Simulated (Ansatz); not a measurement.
The system is CuF.

```
Cu F
1.0
     2.47101    0.00000    0.00000
     0.00000    2.47101    0.00000
     0.00000    0.00000    3.41650
Cu F
1 1
Direct
  0.00000 0.00000 0.00000
  0.50000 0.50000 0.50000
```

The cell was built by a generator and needn't be a form met in nature.

```yaml
Program: Ansatz 0.2.0
Task: relaxation of cell and atoms
Functional: HSE03
Potentials_or_basis: Ansatz PAW
Cutoff: "420 eV (not typed: the program's choice for these potentials)"
k_mesh: 6 × 6 × 4
Occupations: fermi-dirac, width 0.05 eV
Spin: no spin polarisation
```

At the start: volume 10.43 Å³/atom.

Problem. Where does the relaxation end?

Solution. It ends after 14 steps and the volume is 10.60 Å³/atom (+1.6 %); space group Pm-3m (No. 221, to 0.05 Å).

Step by step:
```csv
step,energy change (eV),largest force (eV/Å),volume (Å³)
1,0.0000,0.0000,20.86
2,-0.1690,0.0000,20.77
3,-0.2767,0.0000,20.74
4,-0.3317,0.0000,20.82
5,-0.3374,0.0000,20.83
6,-0.3377,0.0000,20.76
7,-0.3376,0.0000,20.79
8,-0.3634,0.0000,20.79
9,-0.3689,0.0000,21.07
10,-0.3692,0.0000,21.18
11,-0.3692,0.0000,21.18
12,-0.3715,0.0000,21.18
13,-0.3715,0.0000,21.20
14,-0.3716,0.0000,21.20
```

Final structure:
```
Cu F
1.0
     2.76624    0.00000    0.00000
     0.00000    2.76624    0.00000
     0.00000    0.00000    2.77027
Cu F
1 1
Cartesian
  0.0000 0.0000 0.0000
  1.3831 1.3831 1.3851
```

Caveat: the k mesh is coarse (spacing up to 0.46 Å⁻¹), so the values aren't converged, least of all with exact exchange; the plane-wave basis is chosen anew once the cell has moved, so the energies of steps on either side of that aren't comparable; the pressure holds a Pulay correction of +0.6 GPa for the finite cutoff; the run has no spin polarisation, though such a crystal can be magnetic; the PAW data sets come from PBE, with cores solved anew for the run's functional, which leaves a small shift of forces and pressure.
